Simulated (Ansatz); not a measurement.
# GeAs+ (quintet): the correlation ladder, cc-pVTZ

One table from this session's results is given with a row withheld; the runs are named, their logs left out.

Program: Ansatz 0.2.0, Gaussian basis. Level of theory: cc-pVTZ, core rule «outside noble gas», up to 28 orbitals frozen. These are calculated values, not measurements.

The runs, in order: UHF; CCSD(T) on ROHF; CCSD(T) on UHF; BCCD(T) on ROHF; CISD as a restricted active space (open shells left free, so some higher excitations enter); CCSDT(Q) on ROHF; CCSDT(Q) on UHF; CASSCF and MRCISD+Q, 8 electrons in 8 orbitals; CASSCF and NEVPT2, 8 electrons in 8 orbitals.

15 further runs of the same task are left out: 7 that didn't finish, 8 set aside as unsound or not needed. Runs told in other sessions of the task aren't counted.

## The geometry

The geometry is a PBE0/def2-TZVP stationary point (not a proven minimum) of the parent state, kept for this charge and spin. No spin-orbit coupling is included. The filled d shell of Ge, As may be among the frozen orbitals whatever the setting's name suggests.

2 atoms, charge 1, spin multiplicity 5.

Atoms are counted from 1 here; the program's logs count them from 0.

Bond lengths: Ge1–As2 2.405 Å.

Coordinates:

| atom | x (Å) | y (Å) | z (Å) |
| --- | --- | --- | --- |
| Ge1 | 0.00000 | 0.00000 | 0.00000 |
| As2 | 0.00000 | 0.00000 | 2.40530 |

Set-up of the first run:

in.yaml reads:

```yaml
crystal:
  periodic: [false, false, false]
  atoms:
    - {symbol: Ge, position_ang: [0.000000, 0.000000, 0.000000]}
    - {symbol: As, position_ang: [0.000000, 0.000000, 2.405300]}
basis:
  gaussian: {orbitals: cc-pVTZ}
total_charge: 1
magnetization: {spin_polarized: true, initial_magnetization: 4}
hamiltonian: {xc: hf}
output: {orbitals: {seedname: orbitals}}
```

Command:

```console
$ ansatz run in.yaml --threads 1 --pin off --events-out ev --progress --plain --max-ram 2393MiB
```

Among the steps run: UHF; CCSD(T) on ROHF; CCSD(T) on UHF; BCCD(T) on ROHF; CISD as a restricted active space (open shells left free, so some higher excitations enter); CCSDT(Q) on ROHF; CCSDT(Q) on UHF; CASSCF and MRCISD+Q, 8 electrons in 8 orbitals; CASSCF and NEVPT2, 8 electrons in 8 orbitals.

One of the session's tables, all rows but one given; the rest of the session is left out.

| method | from RCCSDT(Q) (meV) |
| --- | --- |
| ROHF | ? |
| UHF | +4335.4 |
| RMP2 | +904.3 |
| UMP2 | +910.3 |
| CISD | +355.1 |
| RCCSD | +227.8 |
| UCCSD | +198.7 |
| RCCSD(T) | +42.8 |
| UCCSD(T) | +18.1 |
| BCCD(T) | +42.6 |
| RCCSDT | +8.7 |
| UCCSDT | -16.8 |
| RCCSDT(Q) | 0 |
| UCCSDT(Q) | -25.5 |
| CASSCF valence | +3567.4 |
| NEVPT2 valence | +730.3 |
| MRCISD valence | +267.2 |
| MRCISD+Q valence | +12.4 |

Estimate the missing values for ROHF.

The run gave: from RCCSDT(Q) (meV): +4508.6. In the column «from RCCSDT(Q) (meV)» it is the highest.

Caveats from the session: Restricted and unrestricted rows rest on different reference determinants; a gap between their highest levels can come from leftover correlation error, from unlike frozen cores or from another state.
